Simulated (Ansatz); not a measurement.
The system is NbTe.

```
CELL_PARAMETERS angstrom
3.70297 0.00000 0.00000
-1.85149 3.20687 0.00000
0.00000 0.00000 3.69421
ATOMIC_POSITIONS crystal
Te 0.66667 0.33333 0.00000
Nb 0.00000 0.00000 0.50000
```

The cell comes from a database or a generator and needn't be the stable form of this composition.

Base run:

| Quantity | Value |
| --- | --- |
| Program | Ansatz 0.2.0 |
| Functional | PBE |
| Potentials or basis | all-electron LAPW, scalar-relativistic |
| Cutoff | 233 eV (chosen from the basis error) |
| Basis error allowed | 0.001 eV/atom |
| k mesh | 8 × 8 × 7 |
| Occupations | fermi-dirac, width 0.05 eV |
| Spin | no spin polarisation |

Its results: pressure -0.6 GPa.

Problem. The run is repeated on the same cell with these changes: functional from PBE to PBEsol. What comes out?

Solution. Pressure -5.2 GPa.

PBEsol binds more tightly than PBE, so the same cell stands under less pressure.
